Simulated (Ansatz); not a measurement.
# GeW4: the cost of one run

Computed with Ansatz 0.2.0 (DFT PBE, scalar-relativistic, plane waves, PAW, unless a step's input says otherwise).

1 further run of the same task is left out (it didn't finish). Runs told in other sessions of the task aren't counted.

**1. The starting structure**

Symmetry: Im-3m, No. 229, cubic system. The conventional cell has a = 5.728 Å, b = 5.728 Å, c = 5.728 Å, α = 90.00°, β = 90.00°, γ = 90.00°. Around Ge (site symmetry m-3m) lie 8 W at 2.48 Å. Around W (site symmetry -3m) lie 2 Ge at 2.48 Å.

Coordinates:

```xyz
5
Lattice="-2.8641 2.8641 2.8641 2.8641 -2.8641 2.8641 2.8641 2.8641 -2.8641" Properties=species:S:1:pos:R:3 pbc="T T T"
Ge    0.0000    0.0000    0.0000
W     1.4320    1.4320    1.4320
W    -1.4320    1.4320    1.4320
W     1.4320    1.4320   -1.4320
W     1.4320   -1.4320    1.4320
```

It is the end of an earlier relaxation with the same method, from a database cell with other species swapped in; it needn't be the stable form of this composition. At a tolerance of 0.05 Å it has space group Im-3m (No. 229); it has 18.80 Å³/atom, an uncorrected energy of +1.53 eV/atom over the elements.

**2. Electronic structure at the relaxed geometry**

File input.yaml:

```yaml
crystal:
  lattice:
    - [-2.8640786458, 2.8640786458, 2.8640786458]
    - [2.8640786458, -2.8640786458, 2.8640786458]
    - [2.8640786458, 2.8640786458, -2.8640786458]
  atoms:
    - { symbol: Ge, position: [0.0, 0.0, 0.0] }
    - { symbol: W, position: [0.5, 0.5, 0.5] }
    - { symbol: W, position: [0.5, 0.0, 0.0] }
    - { symbol: W, position: [0.0, 0.0, 0.5] }
    - { symbol: W, position: [0.0, 0.5, 0.0] }
basis:
  ecutwfc: 420
kpoints:
  mp_grid: { grid: [10, 10, 10] }
  band_path:
    path:
      - [[0.0, 0.0, 0.0], [0.5, -0.5, 0.5], [0.0, 0.0, 0.5], [0.0, 0.0, 0.0], [0.25, 0.25, 0.25], [0.5, -0.5, 0.5]]
      - [[0.25, 0.25, 0.25], [0.0, 0.0, 0.5]]
    npoints: 14
hamiltonian:
  xc: pbe
scf:
  occupations: { method: gaussian, width: 0.1 }
  n_extra_bands: 12
output:
  forces: true
  stress: true
  eigenvalues: true
  populations: true
  dos: { projected: true, de: 0.02, nscf_kmesh: { grid: [12, 12, 12] } }
  bader: true
  write_density: true
  write_potential: true
  elf: true
  volumetric_format: npy
```

The run is started by

```sh
$ ansatz run input.yaml --threads 1 --pin off --max-ram 2560MiB --backend cpu --events-out ev --progress --plain --runs-dir out
```

**Question.** How long does this run take on 1 thread of Arm Neoverse V1, shared host, and how much memory does it need?

About 66 s, with a peak of 0.5 GiB.
